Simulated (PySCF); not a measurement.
# CrS₂: structure of the singlet

The task is one start of a wider search on CrS₂: the singlet, from a end-on start. It is relaxed, tested by its Hessian and followed downhill if it is a saddle.

Method: PBE0, basis Cr def2-SVP, S def2-SVP, no relativity, density fitting; program: PySCF 2.14.0.

### 1 Starting geometry

3 atoms, charge 0, spin multiplicity 1.

Bond lengths: Cr1–S2 2.317 Å, S2–S3 2.047 Å. Angles: Cr1–S2–S3 119.9°.

Coordinates in bohr (charge 0 multiplicity 1):
```
Cr    0.0000    0.0000    0.0000
S     0.0000    0.0000    4.3794
S     3.3539    0.0000    6.3070
```

### 2 First SCF at the start

The steps below are one call of a driver around PySCF. For each, scf.py gives the equivalent set-up of the SCF; relaxations use the driver's own optimiser. After this first run the driver tries any further starts and a stability analysis.

Input file scf.py:

```python
from pyscf import gto, scf, dft
mol = gto.M(atom='''
Cr     0.000000     0.000000     0.000000
S      0.000000     0.000000     2.317500
S      1.774800     0.000000     3.337500''',
    basis={'Cr': 'def2-SVP', 'S': 'def2-SVP'},
    charge=0, spin=0)
mf = dft.RKS(mol, xc='PBE0')
mf.grids.atom_grid = (50, 194)
aux = {'Cr': 'def2-universal-JKFIT', 'S': 'def2-universal-JKFIT'}
mf = mf.density_fit(auxbasis=aux)
mf.conv_tol = 1e-08
mf.diis_space = 10
mf.max_cycle = 60
mf.init_guess = 'minao'
mf.verbose = 4
mf.kernel()
```

Started as:

```
OMP_NUM_THREADS=2 python axn.py task.json out
```

Log, cut to the lines that bear on the results:

```text
[... the frontier levels of the middle cycles are left out ...]
init E= -1839.61521722205
  HOMO = -0.333592301012897  LUMO = -0.330495363251487  gap/eV = 0.08427
cycle= 1 E= -1835.0596328996  delta_E= 4.56  |g|=  3.9  |ddm|= 3.52
cycle= 2 E= -1764.38081658845  delta_E= 70.7  |g|= 8.78  |ddm|= 17.1
  HOMO = 0.0371073159255557  LUMO = 0.0666453456596141  gap/eV = 0.80377
cycle= 3 E= -1836.63526842126  delta_E= -72.3  |g|= 2.74  |ddm|= 16.9
cycle= 4 E= -1827.59704995506  delta_E= 9.04  |g|= 5.35  |ddm|= 5.89
cycle= 5 E= -1828.01584473108  delta_E= -0.419  |g|= 5.29  |ddm|= 0.303
cycle= 6 E= -1827.36230742314  delta_E= 0.654  |g|=  5.4  |ddm|= 0.551
cycle= 7 E= -1827.39295408928  delta_E= -0.0306  |g|= 5.38  |ddm|= 0.143
cycle= 8 E= -1827.23906461603  delta_E= 0.154  |g|= 5.43  |ddm|= 0.218
cycle= 9 E= -1827.0400323647  delta_E= 0.199  |g|= 5.43  |ddm|= 0.138
cycle= 10 E= -1827.64802641704  delta_E= -0.608  |g|= 5.37  |ddm|= 0.343
cycle= 11 E= -1828.90594375461  delta_E= -1.26  |g|= 5.22  |ddm|= 0.827
cycle= 12 E= -1828.06611107495  delta_E= 0.84  |g|= 5.25  |ddm|= 0.642
cycle= 13 E= -1836.04445210828  delta_E= -7.98  |g|= 3.43  |ddm|= 2.78
cycle= 14 E= -1816.03360195257  delta_E=   20  |g|= 11.4  |ddm|= 13.2
[... 30 cycles left out ...]
cycle= 45 E= -1839.78179061594  delta_E= -6.12e-06  |g|= 0.00107  |ddm|= 0.0112
cycle= 46 E= -1839.78179726945  delta_E= -6.65e-06  |g|= 0.000827  |ddm|= 0.012
cycle= 47 E= -1839.78180906841  delta_E= -1.18e-05  |g|= 0.000675  |ddm|= 0.0226
cycle= 48 E= -1839.78183757284  delta_E= -2.85e-05  |g|= 0.0006  |ddm|= 0.0631
cycle= 49 E= -1839.78186826187  delta_E= -3.07e-05  |g|= 0.000946  |ddm|= 0.089
cycle= 50 E= -1839.78186759648  delta_E= 6.65e-07  |g|= 0.000672  |ddm|= 0.00292
cycle= 51 E= -1839.78188962096  delta_E= -2.2e-05  |g|= 0.00122  |ddm|= 0.0966
cycle= 52 E= -1839.78189203048  delta_E= -2.41e-06  |g|= 0.000684  |ddm|= 0.0118
cycle= 53 E= -1839.78189992368  delta_E= -7.89e-06  |g|= 0.00134  |ddm|= 0.0676
cycle= 54 E= -1839.78190282242  delta_E= -2.9e-06  |g|= 0.000591  |ddm|= 0.0305
cycle= 55 E= -1839.78190420346  delta_E= -1.38e-06  |g|= 0.000669  |ddm|= 0.0351
cycle= 56 E= -1839.7819045431  delta_E= -3.4e-07  |g|= 8.12e-05  |ddm|= 0.00868
cycle= 57 E= -1839.78190463255  delta_E= -8.95e-08  |g|= 5.9e-05  |ddm|= 0.00983
cycle= 58 E= -1839.78190463815  delta_E= -5.59e-09  |g|= 3.52e-05  |ddm|= 0.00115
  HOMO = -0.173771861238226  LUMO = -0.114370548401388  gap/eV = 1.61639
Extra cycle  E= -1839.78190463398  delta_E= 4.16e-09  |g|= 0.000137  |ddm|= 0.000207
converged SCF energy = -1839.78190463398
```

This step, with its further starts and checks, ran for 11 s (2 threads of Arm Neoverse V1, shared host).

Energies from each starting density:

```
                      start   energy (Eh)
    the minimal-basis guess  -1839.781905
a thermally smeared density  -1839.781905
      a smeared PBE density  -1839.781905
```

The test of internal stability and the other starts found no lower closed-shell solution.

### 3 Relaxation: end-on start, singlet

The program finds Cs symmetry in the start, which this walk keeps.

scf.py: that of step 2 with these lines changed.

```diff
@@ -3,3 +3,3 @@
-Cr     0.000000     0.000000     0.000000
-S      0.000000     0.000000     2.317500
-S      1.774800     0.000000     3.337500''',
+Cr    -0.489660     0.000000    -1.560190
+S     -0.489660     0.000000     0.757310
+S      1.285140     0.000000     1.777310''',
@@ -15 +14,0 @@
-mf.init_guess = 'minao'
```

Energy and gradient, step by step:

```
step   energy (Eh)  change (kJ/mol)  largest symmetric gradient (Eh/bohr)
   0  -1839.781905             0.00                               0.04665
   1  -1839.793061           -29.29                               0.03789
   2  -1839.796515           -38.36                               0.05918
   3  -1839.805620           -62.27                               0.01724
   4  -1839.818239           -95.40                               0.03804
   5  -1839.835804          -141.51                               0.05105
   6  -1839.856404          -195.60                               0.04974
   7  -1839.867720          -225.31                               0.05289
   8  -1839.872397          -237.59                               0.01384
   9  -1839.873535          -240.57                               0.00804
  10  -1839.873658          -240.90                               0.00381
  11  -1839.873738          -241.11                               0.00263
  12  -1839.873778          -241.21                               0.00130
  13  -1839.873785          -241.23                               0.00015
  14  -1839.873785          -241.23                               0.00001
```

The walk took 16 s.

Geometry (Å) and forces (eV/Å) at some steps:

```
step 0
Cr  -0.490   0.000  -1.560   0.262   0.000   2.399
S   -0.490   0.000   0.757   0.701   0.000  -1.504
S    1.285   0.000   1.777  -0.963   0.000  -0.894
step 1
Cr  -0.456   0.000  -1.471   0.218   0.000   1.948
S   -0.490   0.000   0.731  -0.122   0.000  -1.580
S    1.251   0.000   1.714  -0.096   0.000  -0.368
step 7
Cr   0.152   0.000  -0.853  -0.398   0.000  -2.720
S   -1.001   0.000   0.926   0.133   0.000   0.938
S    1.155   0.000   0.901   0.265   0.000   1.782
step 14
Cr   0.120   0.000  -0.928   0.000   0.000   0.000
S   -0.963   0.000   0.936   0.000   0.000  -0.001
S    1.149   0.000   0.966   0.000   0.000   0.001
```

End point (C2v, 14 steps, 241.2 kJ/mol gained): Cr–S 2.156 Å (×2), S–S 2.113 Å; Cr–S–S 60.7° (×2), S–Cr–S 58.7°.

### 4 Is it a minimum? Harmonic modes

On the finer grid the gradient is checked again; gradients at displacements of ±0.02 bohr then give force constants and infrared intensities.

scf.py: that of step 3 with these lines changed.

```diff
@@ -3,3 +3,3 @@
-Cr    -0.489660     0.000000    -1.560190
-S     -0.489660     0.000000     0.757310
-S      1.285140     0.000000     1.777310''',
+Cr     0.014578     0.000000    -1.036667
+S     -1.068247     0.000000     0.827207
+S      1.044564     0.000000     0.856919''',
@@ -9 +9 @@
-mf.grids.atom_grid = (50, 194)
+mf.grids.atom_grid = (75, 302)
@@ -12 +12 @@
-mf.conv_tol = 1e-08
+mf.conv_tol = 1e-10
```

The driver hands on the density of the step before, so the log starts near convergence.

Log of the central SCF (cycles and frontier levels):

```text
init E= -1839.87381296479
  HOMO = -0.20042482974129  LUMO = -0.0741159025170055  gap/eV = 3.43704
cycle= 1 E= -1839.87381296477  delta_E= 2.27e-11  |g|= 9.25e-06  |ddm|= 1.27e-05
  HOMO = -0.200420722590614  LUMO = -0.0741144605744992  gap/eV = 3.43697
Extra cycle  E= -1839.87381296436  delta_E= 4.16e-10  |g|= 4.08e-05  |ddm|= 4.45e-05
converged SCF energy = -1839.87381296436
```

The whole step took 11 s.

Geometry: C2v; Cr–S 2.156 Å (×2), S–S 2.113 Å; Cr–S–S 60.7° (×2), S–Cr–S 58.7°.

Harmonic modes (main isotopes):

```csv
symmetry,ω (cm⁻¹),IR (km/mol)
b2,284,19.0
a1,419,20.4
a1,538,27.2
```

All wavenumbers are real: a minimum.

Constants and moments:

```yaml
Dipole_moment: 5.76 D
Highest_occupied_level: -5.45 eV
Lowest_empty_level: -2.02 eV
Rotational_constants: 0.2362, 0.1666, 0.09769 cm⁻¹
Zero-point_energy: 7.4 kJ/mol
Principal_polarisabilities: 41.7, 56.6, 64.3 bohr³
Atomisation_energy_without_zero-point_energy: 311 kJ/mol
Principal_traceless_quadrupole_moments_about_the_centre_of_mass: -4.78, -3.90, 8.68 D Å
Entropy_at_298.15_K_and_1_bar: 281.7 J/(mol K)
Heat_capacity_Cp_at_298.15_K: 51.2 J/(mol K)
Enthalpy_at_298.15_K_above_0_K: 12.36 kJ/mol
Rotational_symmetry_number: 2
```

Populations by atom (charges in e):

```csv
atom,Mulliken,Löwdin,polar tensor,Mayer order to Cr1
Cr1,0.28,-0.07,0.88,–
"S2,3",-0.14,0.03,-0.44,1.36
```

Mulliken populations on Cr1: s 6.53, p 12.25, d 4.95, f 0.00.

### 5 A spin-polarised start

A stability analysis found the closed shell of the lowest minimum unstable towards spin polarisation, so the unrestricted solution is followed.

The program finds C2v symmetry in the start, which may break. Threshold on the gradient: 0.0003 Eh/bohr, with a further test on the energy change.

scf.py: that of step 4 with these lines changed.

```diff
@@ -8,2 +8,2 @@
-mf = dft.RKS(mol, xc='PBE0')
-mf.grids.atom_grid = (75, 302)
+mf = dft.UKS(mol, xc='PBE0')
+mf.grids.atom_grid = (50, 194)
@@ -12 +12 @@
-mf.conv_tol = 1e-10
+mf.conv_tol = 1e-08
```

Steps of the walk:

```
step   energy (Eh)  change (kJ/mol)  largest gradient (Eh/bohr)
   0  -1839.898451             0.00                     0.01266
   1  -1839.898754            -0.80                     0.00463
   2  -1839.898803            -0.93                     0.00023
   3  -1839.898803            -0.93                     0.00002
```

The walk took 6.4 s.

Positions (Å) and forces (eV/Å) along the way:

```
step 0
Cr   0.015   0.000  -1.037   0.009  -0.002  -0.651
S   -1.068   0.000   0.827  -0.143   0.001   0.324
S    1.045   0.000   0.857   0.135   0.002   0.327
step 1
Cr   0.015   0.000  -1.049   0.003  -0.001  -0.238
S   -1.068   0.000   0.833  -0.060   0.000   0.118
S    1.044   0.000   0.863   0.057   0.001   0.119
step 2
Cr   0.015   0.000  -1.056   0.000   0.000  -0.012
S   -1.068   0.000   0.837  -0.007   0.000   0.006
S    1.044   0.000   0.867   0.007   0.000   0.006
step 3
Cr   0.015   0.000  -1.057   0.000   0.000   0.000
S   -1.069   0.000   0.837  -0.001   0.000   0.000
S    1.045   0.000   0.867   0.001   0.000   0.000
```

After 3 steps and 0.9 kJ/mol it ends at C2v: Cr–S 2.182 Å (×2), S–S 2.113 Å; Cr–S–S 61.0° (×2), S–Cr–S 57.9°.

### 6 Frequencies

As before: finer grid, then central differences.

scf.py: that of step 5 with these lines changed.

```diff
@@ -3,3 +3,3 @@
-Cr     0.014578     0.000000    -1.036667
-S     -1.068247     0.000000     0.827207
-S      1.044564     0.000000     0.856919''',
+Cr     0.014811    -0.000000    -1.053155
+S     -1.068623     0.000000     0.840597
+S      1.044562    -0.000000     0.870315''',
@@ -9 +9 @@
-mf.grids.atom_grid = (50, 194)
+mf.grids.atom_grid = (75, 302)
@@ -12 +12 @@
-mf.conv_tol = 1e-08
+mf.conv_tol = 1e-10
```

Log of the central SCF (cycles and frontier levels):

```text
init E= -1839.89876622395
[... the frontier-level lines of each cycle are left out ...]
cycle= 1 E= -1839.89876622396  delta_E= -1.09e-11  |g|= 1.31e-06  |ddm|= 7.23e-06
Extra cycle  E= -1839.89876622396  delta_E= -2.27e-12  |g|= 8.85e-07  |ddm|= 4.54e-06
converged SCF energy = -1839.89876622396  <S^2> = 1.0034655  2S+1 = 2.2391655
```

The whole step ran for 88 s (2 threads of Arm Neoverse V1, shared host).

Geometry: C2v; Cr–S 2.182 Å (×2), S–S 2.113 Å; Cr–S–S 61.0° (×2), S–Cr–S 57.9°.

Modes, for the most abundant isotopes:

```tsv
ω (cm⁻¹)	IR (km/mol)
317	14.9
402	27.3
530	27.4
```

No imaginary mode, so this is a minimum.

Here the density breaks the symmetry of the frame, and no labels are given.

Properties at this point:

- Dipole moment: 6.01 D
- Highest occupied level: -5.48 eV
- Lowest empty level: -2.24 eV
- Rotational constants: 0.2361, 0.1614, 0.09588 cm⁻¹
- Zero-point energy: 7.5 kJ/mol
- Principal polarisabilities: 36.8, 53.1, 71.1 bohr³
- Atomisation energy without zero-point energy: 376 kJ/mol
- Principal traceless quadrupole moments about the centre of mass: -4.22, -3.54, 7.76 D Å
- Entropy at 298.15 K and 1 bar: 281.4 J/(mol K)
- Heat capacity Cp at 298.15 K: 51.2 J/(mol K)
- Enthalpy at 298.15 K above 0 K: 12.30 kJ/mol
- Rotational symmetry number: 2
- Spin squared ⟨S²⟩: 1.003

Charges (e) and bond orders:

```json
{"atom": "Cr1", "Mulliken": "0.33", "Löwdin": "0.00", "polar tensor": "0.90", "spin (Mulliken)": "-0.05", "Mayer order to Cr1": "–"}
{"atom": "S2,3", "Mulliken": "-0.16", "Löwdin": "0.00", "polar tensor": "-0.45", "spin (Mulliken)": "0.02", "Mayer order to Cr1": "1.30"}
```

Outer orbital energies (eV). α occupied: -16.28, -9.58, -9.00, -8.81, -7.09, -6.22, -5.54, -5.51; empty: -2.24, -1.66, -1.20, -0.81. β occupied: -16.25, -9.75, -9.05, -8.43, -7.08, -6.31, -5.54, -5.48; empty: -2.08, -1.61, -1.38, -0.76.

Mulliken populations on Cr1: s 6.45, p 12.27, d 4.95, f 0.00.

### 7 The points found, side by side

| spin | group | bonds | imaginary modes (cm⁻¹) | ΔE (kJ/mol) | with zero-point energy |
| --- | --- | --- | --- | --- | --- |
| broken-symmetry (Ms = 0) | C2v (density of lower symmetry) | Cr–S 2.182 Å (×2), S–S 2.113 Å | none | 0.0 | 0.0 |
| singlet | C2v | Cr–S 2.156 Å (×2), S–S 2.113 Å | none | 65.5 | 65.5 |

### 8 Results

```
                                          quantity                                                            value
                                           minimum                                    broken-symmetry (Ms = 0), C2v
                                          geometry  Cr–S 2.182 Å (×2), S–S 2.113 Å; Cr–S–S 61.0° (×2), S–Cr–S 57.9°
                                wavenumbers (cm⁻¹)                                                    317, 402, 530
                                     dipole moment                                                           6.01 D
highest occupied, lowest empty level (either spin)                                                  -5.48, -2.24 eV
                        polar-tensor charge of Cr1                                                          +0.90 e
                                 zero-point energy                                                       7.5 kJ/mol
                               entropy at 298.15 K                                                  281.4 J/(mol K)
         atomisation energy (no zero-point energy)                                                       376 kJ/mol
                                              ⟨S²⟩                                                            1.003
```

What this shows: From Cs at the start the molecule goes to a C2v minimum. The determinant is spin-contaminated (⟨S²⟩ = 1.00 against 0.00), so it is no pure spin state. The strongest infrared band lies at 530 cm⁻¹. With 6.0 D the molecule is strongly polar. Only this shape and spin were tried, so other structures or states may lie lower. The SCF density has lower symmetry than the nuclear frame.

The search up to here took 2.3 min.
